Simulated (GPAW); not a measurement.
Crystal: HfB.

```
CELL_PARAMETERS angstrom
0.00000 2.31000 2.31000
2.31000 0.00000 2.31000
2.31000 2.31000 0.00000
ATOMIC_POSITIONS crystal
Hf 0.50000 0.50000 0.50000
B 0.00000 0.00000 0.00000
```

```yaml
Program: GPAW 26.7.0
Task: relaxation of cell and atoms
Functional: PBE
Potentials_or_basis: GPAW PAW data sets (gpaw-data 1.2.1)
Cutoff: 800 eV
Basis: pw
k_mesh: 10 × 10 × 10
Occupations: fermi-dirac, width 0.05 eV
Spin: no spin polarisation
```

At the start: pressure 31.9 GPa; volume 12.33 Å³/atom.

**Question.** Where does the relaxation end?

**Answer.** Over 4 steps the energy falls by 167.0 meV/atom and the volume is 14.19 Å³/atom (+15.1 %); space group Fm-3m (No. 225, to 0.05 Å).

Step by step:
```csv
step,energy change (eV),largest force (eV/Å),pressure (GPa),volume (Å³)
1,0.0000,0.0000,31.87,24.65
2,-0.2053,0.0000,18.12,25.98
3,-0.3320,0.0000,1.87,28.11
4,-0.3340,0.0000,0.14,28.39
```

Final structure:
```yaml
crystal:
  lattice:
    - [0.00000, 2.42116, 2.42116]
    - [2.42116, 0.00000, 2.42116]
    - [2.42116, 2.42116, 0.00000]
  atoms:
    - { symbol: Hf, position: [0.50000, 0.50000, 0.50000] }
    - { symbol: B, position: [0.00000, 0.00000, 0.00000] }
```

Caveat: later steps reuse the first step's grids; the volume moved by over 15 % at a fixed basis, so the end points are rough.
